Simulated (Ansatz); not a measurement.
**SbHF2: up Jacob's ladder to CCSD(T)**

The task here is to estimate one member of a computed series from the others.

Method: functionals in def2-TZVPP, the program's frozen cores in correlated methods; program: Ansatz 0.2.0, Gaussian basis.

Plan: LDA (SPW92), PBE-D4, revPBE-D4, BLYP-D4, r2SCAN-D4, B97M-V, PBE0-D4, B3LYP-D4, r2SCANh-D4, r2SCAN0-D4, HSE06-D4, BHLYP-D4, CAM-B3LYP-D4, LC-ωPBE, ωB97X-V, ωB97M-V, B2PLYP, PBE-QIDH; CCSD(T)/def2-SVP; CCSD(T)/def2-TZVPP; CCSD(T)/def2-QZVPP; extrapolation to the limit; RPA on PBE.

## The relaxed structure

All runs share one geometry, relaxed beforehand with PBE0-D4 in a triple-zeta def2 set. Sb takes the def2 core potential; no spin-orbit term is included.

SMILES `[F][SbH][F]`, 4 atoms, charge 0, spin multiplicity 1.

Atoms are counted from 1 here; the program's logs count them from 0.

Bond lengths: F1–Sb2 1.902 Å, Sb2–F3 1.902 Å, Sb2–H4 1.724 Å. Angles: F1–Sb2–F3 95.6°, F1–Sb2–H4 92.9°, F3–Sb2–H4 92.9°.

The first run:

Input file in.yaml:

```yaml
crystal:
  periodic: [false, false, false]
  atoms:
    - {symbol: F, position_ang: [1.118465, -0.685864, 0.970600]}
    - {symbol: Sb, position_ang: [-0.574266, -0.447223, 0.135817]}
    - {symbol: F, position_ang: [-0.605206, 1.446416, 0.315602]}
    - {symbol: H, position_ang: [0.116508, -0.373630, -1.442419]}
basis:
  gaussian: {orbitals: def2-TZVPP}
hamiltonian: {xc: lda}
output: {orbitals: {seedname: orbitals}}
```

Command:

```
$ ansatz run in.yaml --threads 2 --pin off --events-out ev --progress --plain --max-ram 32768MiB --backend cpu
```

Among the steps run: LDA; PBE-D4 (GGA); revPBE-D4 (GGA); BLYP-D4 (GGA); r2SCAN-D4 (meta-GGA); B97M-V (meta-GGA); PBE0-D4 (hybrid); B3LYP-D4 (hybrid); r2SCANh-D4 (hybrid); r2SCAN0-D4 (hybrid); HSE06-D4 (hybrid); BHLYP-D4 (hybrid); CAM-B3LYP-D4 (range-separated); LC-ωPBE (range-separated); ωB97X-V (range-separated); ωB97M-V (range-separated); B2PLYP (double hybrid); PBE-QIDH (double hybrid).

One table of the session follows, with a row left open; its other results are not shown here.

It belongs to the step «Frontier levels by functional». 

| functional | HOMO (eV) | LUMO (eV) | gap (eV) |
| --- | --- | --- | --- |
| LDA (SPW92) | -7.22 | -2.74 | 4.48 |
| PBE-D4 | -7.06 | -2.47 | 4.59 |
| revPBE-D4 | -7.01 | -2.37 | 4.64 |
| BLYP-D4 | ? | ? | ? |
| r2SCAN-D4 | -7.40 | -2.25 | 5.15 |
| B97M-V | -7.37 | -2.31 | 5.06 |
| PBE0-D4 | -8.33 | -1.71 | 6.62 |
| B3LYP-D4 | -8.16 | -1.97 | 6.19 |
| r2SCANh-D4 | -7.87 | -1.97 | 5.89 |
| r2SCAN0-D4 | -8.55 | -1.56 | 6.99 |
| HSE06-D4 | -7.93 | -2.07 | 5.86 |
| BHLYP-D4 | -9.49 | -0.95 | 8.53 |
| CAM-B3LYP-D4 | -9.67 | -0.77 | 8.90 |
| LC-ωPBE | -10.90 | 0.44 | 11.34 |
| ωB97X-V | -10.59 | 0.32 | 10.91 |
| ωB97M-V | -10.48 | 0.10 | 10.58 |

Q: Estimate the row for BLYP-D4 from the others.

Worked estimate for «HOMO (eV)». Against the share of exact exchange, B3LYP-D4 (0.2, -8.16), BHLYP-D4 (0.5, -9.49) give a slope of -4.43 per unit share; at 0 the line stands at -7.27.

As computed: HOMO (eV): -6.99; LUMO (eV): -2.41; gap (eV): 4.57. In «HOMO (eV)» the line misses by -0.28.
